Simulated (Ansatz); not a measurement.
# C₂H₈FNSi: one species, many methods

One table from this session's results is given with a row withheld; the runs are named, their logs left out.

The runs use Ansatz 0.2.0, Gaussian basis; functionals in def2-TZVPP, the program's frozen cores in correlated methods.

The runs, in order: PBE-D4, r2SCAN-D4, PBE0-D4, B3LYP-D4, ωB97X-V, ωB97M-V, B2PLYP; CCSD(T)/def2-TZVPP; MP2/def2-QZVPP; extrapolation to the limit.

### The relaxed structure

All runs share one geometry, relaxed beforehand with PBE0-D4 in a triple-zeta def2 set.

SMILES `FCNC[SiH3]`, 13 atoms, charge 0, spin multiplicity 1.

Atoms are counted from 1 here; the program's logs count them from 0.

Bond lengths: F1–C2 1.407 Å, C2–N3 1.400 Å, C2–H6 1.093 Å, C2–H7 1.092 Å, N3–C4 1.454 Å, N3–H8 1.011 Å, C4–Si5 1.884 Å, C4–H9 1.096 Å, C4–H10 1.099 Å, Si5–H11 1.487 Å, Si5–H12 1.490 Å, Si5–H13 1.485 Å. Angles: F1–C2–N3 113.5°, F1–C2–H6 105.9°, F1–C2–H7 106.3°, N3–C2–H6 110.1°, N3–C2–H7 110.2°, H6–C2–H7 110.7°, C2–N3–C4 116.5°, C2–N3–H8 111.8°, C4–N3–H8 112.4°, N3–C4–Si5 111.1°, N3–C4–H9 108.4°, N3–C4–H10 113.2°, Si5–C4–H9 107.6°, Si5–C4–H10 109.9°, H9–C4–H10 106.3°, C4–Si5–H11 109.7°, C4–Si5–H12 109.3°, C4–Si5–H13 110.8° and more.

Set-up of the first run:

File in.yaml:

```yaml
crystal:
  periodic: [false, false, false]
  atoms:
    - {symbol: F, position_ang: [-1.366697, 1.836110, 1.434538]}
    - {symbol: C, position_ang: [-0.001841, 1.508031, 1.332299]}
    - {symbol: N, position_ang: [0.227878, 0.242348, 0.779325]}
    - {symbol: C, position_ang: [-0.217870, 0.040684, -0.590183]}
    - {symbol: Si, position_ang: [0.314097, -1.647062, -1.236246]}
    - {symbol: H, position_ang: [0.444783, 2.281038, 0.701725]}
    - {symbol: H, position_ang: [0.400888, 1.555376, 2.346083]}
    - {symbol: H, position_ang: [-0.077421, -0.498023, 1.396286]}
    - {symbol: H, position_ang: [0.254461, 0.801274, -1.222762]}
    - {symbol: H, position_ang: [-1.302840, 0.165287, -0.715464]}
    - {symbol: H, position_ang: [-0.287822, -1.884378, -2.574857]}
    - {symbol: H, position_ang: [-0.160938, -2.703547, -0.299824]}
    - {symbol: H, position_ang: [1.793722, -1.731936, -1.336121]}
basis:
  gaussian: {orbitals: def2-TZVPP}
hamiltonian: {xc: pbe, dispersion: d4}
output: {forces: true, orbitals: {seedname: orbitals}}
```

Started as:

```bash
$ ansatz run in.yaml --threads 4 --pin off --events-out ev --progress --plain --max-ram 10444MiB
```

Among the steps run: PBE-D4 (GGA); r2SCAN-D4 (meta-GGA); PBE0-D4 (hybrid); B3LYP-D4 (hybrid); ωB97X-V (range-separated); ωB97M-V (range-separated); B2PLYP (double hybrid); CCSD(T) in def2-TZVPP; MP2 in def2-QZVPP.

One table of the session follows, with a row left open; its other results are not shown here.

```
            method  atomisation energy (eV)
            PBE-D4                   48.244
         r2SCAN-D4                   47.382
           PBE0-D4                   47.436
          B3LYP-D4                   47.544
           ωB97X-V                   47.714
           ωB97M-V                   47.617
            B2PLYP                   46.944
     HF/def2-TZVPP                        ?
    MP2/def2-TZVPP                   46.618
   CCSD/def2-TZVPP                   45.567
CCSD(T)/def2-TZVPP                   46.188
           MP2/CBS                   47.867
       CCSD(T)/CBS                   47.438
```

**Question.** Estimate the row for HF/def2-TZVPP.

As computed: atomisation energy (eV): 34.248. In the column «atomisation energy (eV)» it is the lowest.
